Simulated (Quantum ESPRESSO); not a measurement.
Slab: C, a slab with vacuum.

```xyz
2
Lattice="2.4354 0.0000 0.0000 -1.2177 2.1091 0.0000 0.0000 0.0000 14.0000" Properties=species:S:1:pos:R:3 pbc="T T T"
C     0.0000    1.4061    7.0000
C     1.2177    0.7030    7.0000
```

The cell was built by a generator and needn't be a form met in nature.

* Program: Quantum ESPRESSO 7.5
* Task: phonons
* Functional: LDA
* Potentials or basis: PseudoDojo 0.4.1 SR LDA standard
* Cutoff: 1116 eV
* Density cutoff: 4463 eV
* k mesh: 54 × 54 × 1
* Occupations: gaussian, width 0.3 eV
* Spin: no spin polarisation
* Form of the LDA correlation: PW92
* Mixing beta: 0.5
* Most SCF iterations: 120
* SCF threshold: 4e-10 Ry

Question: What is the highest optical frequency at the zone centre?

Answer: 1630 cm⁻¹, a mode of symmetry E2g (Raman).

Optical modes at Γ, degenerate ones joined:
| cm⁻¹ | components | symmetry | active in |
| --- | --- | --- | --- |
| 895 | 1 | B1g | silent |
| 1630 | 2 | E2g | Raman |

Caveat: the mesh is thin for the phonons of a metal.
